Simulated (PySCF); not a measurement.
# Ti₂S: quintet, from a PBE minimum start

Where does quintet Ti₂S go from a PBE minimum start, is the end point a minimum, and what are its modes, charges and moments?

Computed with PySCF 2.14.0. Level: PBE, basis S def2-SVP, Ti def2-SVP, no relativity, density fitting.

## Step 1: The system as given

3 atoms, charge 0, spin multiplicity 5.

Bond lengths: S1–Ti2 2.280 Å, S1–Ti3 2.280 Å, Ti2–Ti3 2.366 Å. Angles: Ti2–S1–Ti3 62.5°, S1–Ti2–Ti3 58.7°, S1–Ti3–Ti2 58.7°.

Coordinates in bohr (charge 0 multiplicity 5):
```
S     0.0000    0.0000   -2.7621
Ti    2.2356    0.0000    0.9209
Ti   -2.2356    0.0000    0.9209
```

## Step 2: Finding the electronic state

The steps below are one call of a driver around PySCF. For each, scf.py gives the equivalent set-up of the SCF; relaxations use the driver's own optimiser. After this first run the driver tries any further starts and a stability analysis.

The input, scf.py:

```python
from pyscf import gto, scf, dft
mol = gto.M(atom='''
S     -0.000000    -0.000000    -1.461656
Ti     1.183043    -0.000000     0.487322
Ti    -1.183043     0.000000     0.487322''',
    basis={'S': 'def2-SVP', 'Ti': 'def2-SVP'},
    charge=0, spin=4)
mf = dft.UKS(mol, xc='PBE')
mf.grids.atom_grid = (50, 194)
aux = {'S': 'def2-universal-JKFIT', 'Ti': 'def2-universal-JKFIT'}
mf = mf.density_fit(auxbasis=aux)
mf.conv_tol = 1e-08
mf.diis_space = 10
mf.max_cycle = 60
mf.init_guess = 'minao'
mf.verbose = 4
mf.kernel()
```

Run with:

```bash
$ OMP_NUM_THREADS=2 python axn.py task.json out
```

Output:

```text
init E= -2096.30243536391
[... the frontier-level lines of each cycle are left out ...]
cycle= 1 E= -2095.86196402651  delta_E= 0.44  |g|= 0.54  |ddm|= 2.62
cycle= 2 E= -2093.98739014162  delta_E= 1.87  |g|= 1.36  |ddm|= 6.49
cycle= 3 E= -2095.87257847177  delta_E= -1.89  |g|= 0.591  |ddm|= 6.38
cycle= 4 E= -2096.09771260862  delta_E= -0.225  |g|= 0.164  |ddm|= 1.62
cycle= 5 E= -2096.11807485317  delta_E= -0.0204  |g|= 0.0343  |ddm|= 0.316
cycle= 6 E= -2096.11921426354  delta_E= -0.00114  |g|= 0.0109  |ddm|= 0.137
cycle= 7 E= -2096.1193287131  delta_E= -0.000114  |g|= 0.00484  |ddm|= 0.0493
cycle= 8 E= -2096.11935524305  delta_E= -2.65e-05  |g|= 0.00379  |ddm|= 0.031
cycle= 9 E= -2096.11937268536  delta_E= -1.74e-05  |g|= 0.00103  |ddm|= 0.0154
cycle= 10 E= -2096.11937441678  delta_E= -1.73e-06  |g|= 0.000682  |ddm|= 0.00586
cycle= 11 E= -2096.11937159453  delta_E= 2.82e-06  |g|= 0.00248  |ddm|= 0.00332
cycle= 12 E= -2096.11937488654  delta_E= -3.29e-06  |g|= 0.000343  |ddm|= 0.00216
cycle= 13 E= -2096.11937498658  delta_E= -1e-07  |g|= 4.02e-05  |ddm|= 0.00112
cycle= 14 E= -2096.11937498777  delta_E= -1.2e-09  |g|= 1.85e-05  |ddm|= 0.000115
Extra cycle  E= -2096.11937498083  delta_E= 6.94e-09  |g|= 9.63e-05  |ddm|= 0.000281
converged SCF energy = -2096.11937498083  <S^2> = 6.0256029  2S+1 = 5.0102307
```

This step, with its further starts and checks, took 39 s on 2 threads of Arm Neoverse N1, shared host.

Energies from each starting density:

| start | energy (Eh) |
| --- | --- |
| the minimal-basis guess | -2096.119375 |
| a thermally smeared density | -2096.119375 |
| a smeared PBE density | -2096.119375 |

No lower solution of this spin turned up from the other starts or in the test of internal stability.

## Step 3: PBE minimum start, quintet: relaxation

The program finds C2v symmetry in the start, which this walk keeps.

Edit scf.py of step 2 so:

```diff
@@ -3,2 +3,2 @@
-S     -0.000000    -0.000000    -1.461656
-Ti     1.183043    -0.000000     0.487322
+S      0.000000     0.000000    -1.461656
+Ti     1.183043     0.000000     0.487322
@@ -15 +14,0 @@
-mf.init_guess = 'minao'
```

Energy and gradient, step by step:

| step | energy (Eh) | change (kJ/mol) | largest symmetric gradient (Eh/bohr) |
| --- | --- | --- | --- |
| 0 | -2096.119375 | 0.00 | 0.00002 |

The walk took 3.3 s.

End point (C2v, 0 steps, 0.0 kJ/mol gained): S–Ti 2.280 Å (×2), Ti–Ti 2.366 Å; S–Ti–Ti 58.7° (×2), Ti–S–Ti 62.5°.

## Step 4: Vibrations and properties at this point

The point is checked on the finer grid, and tightened if its gradient asks for it. The Hessian and the dipole derivatives come from central differences of analytic gradients, with steps of 0.02 bohr.

Edit scf.py of step 3 so:

```diff
@@ -9 +9 @@
-mf.grids.atom_grid = (50, 194)
+mf.grids.atom_grid = (75, 302)
@@ -12 +12 @@
-mf.conv_tol = 1e-08
+mf.conv_tol = 1e-10
```

This SCF starts from the last density.

Log of the central SCF (cycles and frontier levels):

```text
init E= -2096.11951706605
[... the frontier-level lines of each cycle are left out ...]
cycle= 1 E= -2096.11951706296  delta_E= 3.09e-09  |g|= 6.45e-05  |ddm|= 0.000175
cycle= 2 E= -2096.11951698135  delta_E= 8.16e-08  |g|= 0.000331  |ddm|= 0.000882
cycle= 3 E= -2096.11951706616  delta_E= -8.48e-08  |g|= 5.8e-06  |ddm|= 0.000737
cycle= 4 E= -2096.11951706618  delta_E= -1.23e-11  |g|= 3.86e-06  |ddm|= 7.59e-06
Extra cycle  E= -2096.11951706455  delta_E= 1.62e-09  |g|= 5.47e-05  |ddm|= 4.72e-05
SCF not converged.
init E= -2096.11951706605
cycle= 1 E= -2096.11951706296  delta_E= 3.09e-09  |g|= 6.45e-05  |ddm|= 0.000175
cycle= 2 E= -2096.11951698135  delta_E= 8.16e-08  |g|= 0.000331  |ddm|= 0.000882
cycle= 3 E= -2096.11951705243  delta_E= -7.11e-08  |g|= 0.000133  |ddm|= 0.000441
cycle= 4 E= -2096.11951706232  delta_E= -9.89e-09  |g|= 7.08e-05  |ddm|= 0.000142
cycle= 5 E= -2096.11951706501  delta_E= -2.68e-09  |g|= 4.27e-05  |ddm|= 9.9e-05
cycle= 6 E= -2096.11951706016  delta_E= 4.84e-09  |g|= 0.000104  |ddm|= 0.000108
cycle= 7 E= -2096.11951705928  delta_E= 8.79e-10  |g|= 0.000109  |ddm|= 0.000168
cycle= 8 E= -2096.11951703093  delta_E= 2.84e-08  |g|= 0.000228  |ddm|= 0.000488
cycle= 9 E= -2096.11951706169  delta_E= -3.08e-08  |g|= 8.98e-05  |ddm|= 0.000343
cycle= 10 E= -2096.11951704962  delta_E= 1.21e-08  |g|= 0.000161  |ddm|= 0.00025
cycle= 11 E= -2096.11951705945  delta_E= -9.82e-09  |g|= 0.000111  |ddm|= 0.00027
cycle= 12 E= -2096.11951706132  delta_E= -1.87e-09  |g|= 9.45e-05  |ddm|= 5.21e-05
cycle= 13 E= -2096.11951696778  delta_E= 9.35e-08  |g|= 0.000413  |ddm|= 0.000508
cycle= 14 E= -2096.11951703745  delta_E= -6.97e-08  |g|= 0.00023  |ddm|= 0.000414
cycle= 15 E= -2096.11951705184  delta_E= -1.44e-08  |g|= 0.000152  |ddm|= 0.000263
cycle= 16 E= -2096.11951706416  delta_E= -1.23e-08  |g|= 5.47e-05  |ddm|= 0.000128
cycle= 17 E= -2096.11951704947  delta_E= 1.47e-08  |g|= 0.000172  |ddm|= 0.000236
cycle= 18 E= -2096.11951705169  delta_E= -2.22e-09  |g|= 0.000157  |ddm|= 4.3e-05
cycle= 19 E= -2096.11951684902  delta_E= 2.03e-07  |g|= 0.00062  |ddm|= 0.000641
cycle= 20 E= -2096.11951703069  delta_E= -1.82e-07  |g|= 0.00024  |ddm|= 0.000337
SCF not converged.
init E= -2096.11951703069
cycle= 1 E= -2096.11951608845  delta_E= 9.42e-07  |g|= 0.00135  |ddm|= 0.00133
cycle= 2 E= -2096.1194792483  delta_E= 3.68e-05  |g|= 0.00848  |ddm|= 0.00757
cycle= 3 E= -2096.11950831297  delta_E= -2.91e-05  |g|= 0.00395  |ddm|= 0.00377
cycle= 4 E= -2096.11951522061  delta_E= -6.91e-06  |g|= 0.00179  |ddm|= 0.00172
cycle= 5 E= -2096.11951676258  delta_E= -1.54e-06  |g|= 0.000704  |ddm|= 0.000924
cycle= 6 E= -2096.11951698309  delta_E= -2.21e-07  |g|= 0.000364  |ddm|= 0.000415
cycle= 7 E= -2096.11951703897  delta_E= -5.59e-08  |g|= 0.000207  |ddm|= 0.000221
cycle= 8 E= -2096.11951705712  delta_E= -1.81e-08  |g|= 0.000118  |ddm|= 0.000132
cycle= 9 E= -2096.11951706291  delta_E= -5.79e-09  |g|= 7.03e-05  |ddm|= 8.02e-05
cycle= 10 E= -2096.11951706492  delta_E= -2.01e-09  |g|= 4.26e-05  |ddm|= 5.07e-05
cycle= 11 E= -2096.11951706568  delta_E= -7.56e-10  |g|= 2.59e-05  |ddm|= 3.49e-05
cycle= 12 E= -2096.11951706595  delta_E= -2.75e-10  |g|= 1.69e-05  |ddm|= 2.55e-05
cycle= 13 E= -2096.11951706607  delta_E= -1.24e-10  |g|= 1.1e-05  |ddm|= 1.9e-05
cycle= 14 E= -2096.11951706613  delta_E= -5.14e-11  |g|= 7.69e-06  |ddm|= 1.46e-05
Extra cycle  E= -2096.11951705937  delta_E= 6.75e-09  |g|= 0.000112  |ddm|= 0.000119
SCF not converged.
macro= 0  E= -2096.11951706617  delta_E= -6.80029e-09  |g|= 0.000111675  1 KF 3 JK
macro= 1  E= -2096.11951706617  delta_E= 2.27374e-12  |g|= 3.02048e-06  1 KF 2 JK
macro X = 2  E=-2096.11951706617  |g|= 3.02048e-06  total 3 KF 8 JK
converged SCF energy = -2096.11951706617  <S^2> = 6.0256326  2S+1 = 5.0102426
```

The whole step took 64 s.

Geometry: C2v; S–Ti 2.280 Å (×2), Ti–Ti 2.366 Å; S–Ti–Ti 58.7° (×2), Ti–S–Ti 62.5°.

Harmonic modes (main isotopes):

| symmetry | ω (cm⁻¹) | IR (km/mol) | μ (u) |
| --- | --- | --- | --- |
| b2 | 263 | 3.1 | 39.20 |
| a1 | 272 | 1.5 | 45.27 |
| a1 | 471 | 31.1 | 36.45 |

Every mode is real; the point is a minimum.

Properties at this point:

* Dipole moment: 3.23 D
* Highest occupied level: -3.16 eV
* Lowest empty level: -2.81 eV
* Rotational constants: 0.1851, 0.1256, 0.07482 cm⁻¹
* Zero-point energy: 6.0 kJ/mol
* Principal polarisabilities: 87.7, 100.7, 207.9 bohr³
* Atomisation energy without zero-point energy: 888 kJ/mol
* Principal traceless quadrupole moments about the centre of mass: -6.30, -4.30, 10.60 D Å
* Entropy at 298.15 K and 1 bar (electronic part: spin only): 303.7 J/(mol K)
* Heat capacity Cp at 298.15 K: 53.3 J/(mol K)
* Enthalpy at 298.15 K above 0 K: 12.99 kJ/mol
* Rotational symmetry number: 2
* Spin squared ⟨S²⟩: 6.026

Charges (e) and bond orders:

```tsv
atom	Mulliken	Löwdin	polar tensor	spin (Mulliken)	Mayer order to S1
S1	-0.31	0.04	-0.52	-0.14	–
Ti2,3	0.15	-0.02	0.26	2.07	1.23
```

Outer orbital energies (eV). α occupied: -6.97, -6.53, -6.22, -4.82, -4.31, -4.09, -3.79, -3.16; empty: -2.57, -2.51, -2.45, -2.32. β occupied: -35.66, -35.53, -35.23, -15.65, -6.72, -6.36, -6.03, -3.85; empty: -2.81, -2.62, -2.05, -1.99.

Mulliken populations on S1: s 5.88, p 10.40, d 0.03.

## Step 5: Results

| quantity | value |
| --- | --- |
| minimum | quintet, C2v |
| geometry | S–Ti 2.280 Å (×2), Ti–Ti 2.366 Å; S–Ti–Ti 58.7° (×2), Ti–S–Ti 62.5° |
| wavenumbers (cm⁻¹) | 263 (b2), 272 (a1), 471 (a1) |
| dipole moment | 3.23 D |
| highest occupied, lowest empty level (either spin) | -3.16, -2.81 eV |
| polar-tensor charge of S1 | -0.52 e |
| zero-point energy | 6.0 kJ/mol |
| entropy at 298.15 K | 303.7 J/(mol K) |
| atomisation energy (no zero-point energy) | 888 kJ/mol |
| ⟨S²⟩ | 6.026 |

The PBE minimum start keeps its C2v symmetry and ends in a minimum. In the infrared the band at 471 cm⁻¹ (a1) leads. Other starts or spin states, not run here, may lie lower. Open d and f shells are described by one determinant, and the ground state may have another occupation or spin.

The search up to here took 1.8 min.
